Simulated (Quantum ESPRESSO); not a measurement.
GaF:

```
CELL_PARAMETERS angstrom
0.00000 2.84624 2.84624
2.84624 0.00000 2.84624
2.84624 2.84624 0.00000
ATOMIC_POSITIONS crystal
Ga 0.25000 0.25000 0.25000
F 0.00000 0.00000 0.00000
```

The cell was built by a generator and needn't be a form met in nature.

| Quantity | Value |
| --- | --- |
| Program | Quantum ESPRESSO 7.5 |
| Task | phonons |
| Functional | PBE |
| Dispersion | D2 |
| Potentials or basis | JTH 2.0 PBE |
| Cutoff | 707 eV |
| Density cutoff | 4245 eV |
| k mesh | 6 × 6 × 6, shifted |
| Occupations | fermi-dirac, width 0.05 eV |
| Spin | no spin polarisation |
| Mixing beta | 0.5 |
| Most SCF iterations | 120 |
| SCF threshold | 4e-10 Ry |

The cell and the atoms were relaxed first, to 21.26 Å³/atom (a = 3.918 Å, b = 3.918 Å, c = 3.918 Å, α = 60.00°, β = 60.00°, γ = 60.00°), and the response was taken there.

The first run showed a gap, so the response started from a second, tighter run with fixed occupations.

**Question.** Where do the zone-centre optical modes lie?

**Answer.** T2 at 84 cm⁻¹ (IR and Raman). Polar modes are given without the macroscopic field (transverse values).

Optical modes at Γ, degenerate ones joined, polar ones without the macroscopic field:
```csv
cm⁻¹,components,symmetry,active in,"IR intensity, summed ((D/Å)²/amu)"
84,3,T2,IR and Raman,10.50
```

Zone-centre frequencies without and with the macroscopic field along z (cm⁻¹):
```csv
,optical modes in rising order
without,84 84 84
with the field,84 84 216
```
